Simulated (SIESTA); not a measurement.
Crystal: Cd2S.

```xyz
3
Lattice="3.9627 0.0000 0.0000 -1.9813 3.4318 0.0000 0.0000 0.0000 5.8092" Properties=species:S:1:pos:R:3 pbc="T T T"
Cd    0.0000    2.2878    5.4183
Cd    1.9813    1.1439    3.3620
S     0.0000    2.2878    2.1245
```

The cell comes from a database or a generator and needn't be the stable form of this composition.

Program: SIESTA 5.4.2. Alike in all runs: no spin polarisation; cell as given; k mesh 8 × 8 × 5; smearing fermi-dirac 0.05 eV; grid cutoff 800 Ry; energy shift 0.003 Ry.

Question: Order these runs on this cell by their pressure, lowest first.
A. level LDA; potentials or basis PseudoDojo 0.4 standard (LDA files), DZP (energy shift 0.003 Ry; two zetas on semicore shells)
B. level PBEsol; potentials or basis PseudoDojo 0.4 standard (PBEsol files), DZP (energy shift 0.003 Ry; two zetas on semicore shells)
C. level PBE; potentials or basis PseudoDojo 0.4 standard (PBE files), DZP (energy shift 0.003 Ry; two zetas on semicore shells); broadening (eV) 0.2 eV; window to (eV) 40 eV; optical mesh offset true

Answer: A (-5.4 GPa), B (-3.5 GPa), C (-0.6 GPa).

Caveats: the basis of atomic orbitals isn't converged, which shifts pressures, moduli and gaps; the basis holds too few empty states to meet the f-sum rule, so the spectrum is short of weight at high energy (some runs).

Not every run made on this cell is shown here.
